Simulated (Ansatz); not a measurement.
**InBrCl2 + H2: a complex and its separated parts**

The complex below is one end of an elementary step. How strongly is it bound against its free parts?

Method: PBE0-D4/def2-TZVP structures, single points in def2-TZVPP, no counterpoise correction; program: Ansatz 0.2.0, Gaussian basis.

Levels: SPW92, PBE-D4, BLYP-D4, r2SCAN-D4, B97M-V, PBE0-D4, B3LYP-D4, r2SCAN0-D4, BHLYP-D4, CAM-B3LYP-D4, wB97X-V, wB97M-V, B2PLYP, PBE-QIDH, RPA on PBE, Hartree-Fock, MP2, CCSD, CCSD(T).

Correlated methods freeze the cores. Filled d shells of the heavier atoms are correlated. Core potentials replace the inner electrons past krypton, and spin-orbit coupling is left out. B3LYP uses VWN-RPA correlation. B2PLYP carries no dispersion term here.

88 further runs of the same task are left out: 88 set aside as unsound or not needed. Runs told in other sessions of the task aren't counted.

## 1. Where the work starts

The complex: 6 atoms, charge 0, spin multiplicity 1.

Atoms are counted from 1 here; the program's logs count them from 0.

Bond lengths: In1–Br2 2.435 Å, In1–Cl3 2.299 Å, In1–Cl4 2.299 Å, H5–H6 0.752 Å. Angles: Br2–In1–Cl3 120.6°, Br2–In1–Cl4 120.6°, Cl3–In1–Cl4 118.6°.

As a file:

```mol
BrCl2H2In
  3D, bonds by distance, orders not assigned

  6  4  0  0  0  0  0  0  0  0999 V2000
   -0.4679   -0.6996   -0.2051 In  0  0
    0.2083   -1.7612    1.8795 Br  0  0
    0.7292   -1.0463   -2.1373 Cl  0  0
   -2.4125    0.5220   -0.3195 Cl  0  0
    1.0750    1.3277    0.7126 H   0  0
    0.8678    1.6574    0.0699 H   0  0
  1  2  8  0
  1  3  8  0
  1  4  8  0
  5  6  8  0
M  END
```

Its parts: InBrCl2 holds atoms 1, 2, 3, 4; H2 holds atoms 5, 6. Each part counts its atoms afresh in its own runs.

## 2. Relaxing InBrCl2 alone

relax-a/in.yaml reads:

```yaml
crystal:
  periodic: [false, false, false]
  atoms:
    - {symbol: In, position_ang: [-0.467863, -0.699557, -0.205071]}
    - {symbol: Br, position_ang: [0.208334, -1.761228, 1.879489]}
    - {symbol: Cl, position_ang: [0.729242, -1.046258, -2.137348]}
    - {symbol: Cl, position_ang: [-2.412505, 0.522011, -0.319494]}
basis:
  gaussian: {orbitals: def2-TZVP}
hamiltonian: {xc: pbe0, dispersion: d4}
relax: {f_tol: 0.005, max_steps: 200}
```

Command:

```sh
> ansatz run in.yaml --threads 8 --pin off --events-out ev --progress --plain --max-ram 19148MiB
```

Further steps of the session: Relaxing H2 alone; SPW92/def2-TZVPP; PBE-D4/def2-TZVPP; BLYP-D4/def2-TZVPP; r2SCAN-D4/def2-TZVPP; B97M-V/def2-TZVPP; PBE0-D4/def2-TZVPP; B3LYP-D4/def2-TZVPP; r2SCAN0-D4/def2-TZVPP; BHLYP-D4/def2-TZVPP; CAM-B3LYP-D4/def2-TZVPP; wB97X-V/def2-TZVPP; wB97M-V/def2-TZVPP; B2PLYP/def2-TZVPP; PBE-QIDH/def2-TZVPP; RPA on PBE/def2-TZVPP; CCSD(T)/def2-TZVPP; Vibrations of InBrCl2; Vibrations of H2.

**Question.** What will these runs give? Wanted: complex less parts, CCSD(T)/def2-TZVPP; with zero-point energy; largest T1 diagnostic.

As calculated:

```
                              quantity        value
complex less parts, CCSD(T)/def2-TZVPP  -7.4 kJ/mol
                with zero-point energy  -1.9 kJ/mol
                 largest T1 diagnostic        0.011
```

**Reading.** At CCSD(T) the complex lies 7.4 kJ/mol below its parts. Among the functionals PBE-QIDH lands nearest to CCSD(T) (-0.1 kJ/mol) and SPW92 farthest (-8.9 kJ/mol). Mean unsigned error by rung: LDA 8.9, GGA 1.8, meta-GGA 1.1, hybrid 1.4, range-separated hybrid 1.3, double hybrid 1.9 kJ/mol. The double hybrids carry no dispersion term here, unlike the levels marked D4 or V. PBE-D4 gives a relative energy 0.7 kJ/mol too low, an error of 9 % of the reference. No counterpoise was applied, and triple zeta lacks some correlation, so the CCSD(T) reference has a basis error of its own, and close matches with it are partly luck.
